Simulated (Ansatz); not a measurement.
# Cd2SnO3: the cost of one run

Method: DFT PBE, scalar-relativistic, plane waves, PAW, in Ansatz 0.2.0.

3 further runs of the same task are left out: 1 that didn't finish, 2 set aside as unsound or not needed.

## (1) The starting structure

It takes space group P4mm (No. 99, tetragonal). The conventional cell has a = 3.295 Å, b = 3.295 Å, c = 8.341 Å, α = 90.00°, β = 90.00°, γ = 90.00°. Around Cd (site symmetry 4mm) lie 6 O at 2.21 to 2.40 Å. Cd (site symmetry 4mm) has 4 O at 2.40 Å as nearest neighbours. Around Sn (site symmetry 4mm) lie 5 O at 2.09 to 2.35 Å. O (site symmetry 4mm) has 5 Cd at 2.21 to 2.40 Å as nearest neighbours. Around O (site symmetry 4mm) lie 1 Cd at 2.34 Å and 4 Sn at 2.35 Å. O (site symmetry 4mm) is surrounded by 1 Sn at 2.09 Å and 4 Cd at 2.40 Å.

Structure file:

```xyz
6
Lattice="3.2954 0.0000 0.0000 0.0000 3.2954 0.0000 0.0000 0.0000 8.3407" Properties=species:S:1:pos:R:3 pbc="T T T"
Cd    0.0000    0.0000    7.5568
Cd    1.6477    1.6477    4.7612
Sn    1.6477    1.6477    1.8618
O     0.0000    0.0000    5.3471
O     0.0000    0.0000    1.5539
O     1.6477    1.6477    8.1116
```

The cell was relaxed beforehand at this level, from a database cell with other species swapped in; it needn't be the stable form of this composition. At a tolerance of 0.05 Å it has space group P4mm (No. 99); it has 15.10 Å³/atom, an uncorrected energy of -1.02 eV/atom over the elements.

## (2) Static run: bands, density of states and charges

The input, input.yaml:

```yaml
crystal:
  lattice:
    - [3.2954140181, 0.0, 0.0]
    - [0.0, 3.2954140181, 0.0]
    - [0.0, 0.0, 8.3407078129]
  atoms:
    - { symbol: Cd, position: [0.0, 0.0, 0.9060184965] }
    - { symbol: Cd, position: [0.5, 0.5, 0.570836557] }
    - { symbol: Sn, position: [0.5, 0.5, 0.2232184958] }
    - { symbol: O, position: [0.0, 0.0, 0.6410892276] }
    - { symbol: O, position: [0.0, 0.0, 0.1863021111] }
    - { symbol: O, position: [0.5, 0.5, 0.9725351221] }
basis:
  ecutwfc: 420
kpoints:
  mp_grid: { grid: [12, 12, 6] }
  band_path:
    path:
      - [[0.0, 0.0, 0.0], [0.0, 0.5, 0.0], [0.5, 0.5, 0.0], [0.0, 0.0, 0.0], [0.0, 0.0, 0.5], [0.0, 0.5, 0.5], [0.5, 0.5, 0.5], [0.0, 0.0, 0.5]]
      - [[0.0, 0.5, 0.0], [0.0, 0.5, 0.5]]
      - [[0.5, 0.5, 0.0], [0.5, 0.5, 0.5]]
    npoints: 14
hamiltonian:
  xc: pbe
scf:
  occupations: { method: gaussian, width: 0.1 }
  n_extra_bands: 15
output:
  forces: true
  stress: true
  eigenvalues: true
  populations: true
  dos: { projected: true, de: 0.02, nscf_kmesh: { grid: [15, 15, 8] } }
  bader: true
  write_density: true
  write_potential: true
  elf: true
  volumetric_format: npy
```

Command:

```bash
> ansatz run input.yaml --threads 1 --pin off --max-ram 2560MiB --backend cpu --events-out ev --progress --plain --runs-dir out
```

**Question.** How long does this run take on 1 thread of Intel Xeon at 2.70GHz, shared host, and how much memory does it need?

About 3.1 min, with a peak of 0.81 GiB.
